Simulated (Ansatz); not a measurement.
# CH5Sn (charge -1): molecular dynamics

The plan is to follow the molecule's vibrations and see whether its bonds hold. The start is relaxed first. Runs: 300 steps of 0.5 fs under a Nosé-Hoover thermostat at 500 K. SMILES of the start: [CH2-][SnH3].

Program: Ansatz 0.2.0. Level of theory: RKS PBE-D4/def2-SVP. These are calculated values, not measurements.

**1. Starting point**

Bond lengths: C1–Sn2 2.101 Å, C1–H3 1.108 Å, C1–H4 1.108 Å, Sn2–H5 1.805 Å, Sn2–H6 1.804 Å, Sn2–H7 1.914 Å. Angles: C1–Sn2–H5 113.5°, C1–Sn2–H6 113.3°, C1–Sn2–H7 134.5°, H5–Sn2–H6 97.0°, H5–Sn2–H7 95.6°, H6–Sn2–H7 95.9°, Sn2–C1–H3 105.3°, Sn2–C1–H4 105.5°, H3–C1–H4 103.9°.

As a file:

```xyz
7

C    -0.6832   -1.3055    0.3564
Sn    0.1529    0.5689   -0.0941
H    -0.6263   -1.8843   -0.5864
H     0.0495   -1.8057    1.0201
H    -0.8862    1.5800   -1.1688
H     0.1771    1.6960    1.3146
H     1.8163    1.1507   -0.8418
```

**2. Relaxing the start**

File input.yaml:

```yaml
crystal:
  periodic: [false, false, false]
  atoms:
    - { symbol: C, position_ang: [-0.68324, -1.30552, 0.35636] }
    - { symbol: Sn, position_ang: [0.15289, 0.56887, -0.09406] }
    - { symbol: H, position_ang: [-0.6263, -1.88428, -0.58638] }
    - { symbol: H, position_ang: [0.04947, -1.80573, 1.02013] }
    - { symbol: H, position_ang: [-0.8862, 1.57996, -1.1688] }
    - { symbol: H, position_ang: [0.1771, 1.69597, 1.31455] }
    - { symbol: H, position_ang: [1.81628, 1.15073, -0.84179] }
total_charge: -1
basis:
  gaussian: { orbitals: def2-SVP }
hamiltonian:
  xc: pbe
  dispersion: d4
relax:
  f_tol: 0.02
  max_steps: 40
scf:
  lower_state_search: "off"
```

Started as:

```
$ ansatz run input.yaml --threads 1 --pin off --max-ram 2048MiB --backend cpu --events-out ev --progress --plain --runs-dir out
```

The runs that follow: The run.

What does the calculation give? Wanted: relaxation of the start; temperature, first and last step; temperature, second half; potential energy, second half; largest change of the conserved energy; bonds formed or broken.

**Answer**, as computed:

| quantity | value |
| --- | --- |
| relaxation of the start | 5 moves, 0.055 eV lower |
| length | 300 steps of 0.5 fs |
| temperature, first and last step | 500 and 237 K |
| temperature, second half | mean 452 K, from 217 to 655 K |
| potential energy, second half | +44 meV/atom from the start |
| largest change of the conserved energy | 0.19 meV/atom |
| bonds formed or broken | 0 |

Against a set 500 K the second half averages 452 K with a spread of 115 K. The conserved energy strays from its start by at most 0.19 meV/atom, 0.6 % of the mean kinetic energy, which is good for a step of 0.5 fs. The bonding pattern survives the run. Averages from a run of 150 fs with 7 atoms are rough. The nuclei move classically, without zero-point motion, which matters most for hydrogen.
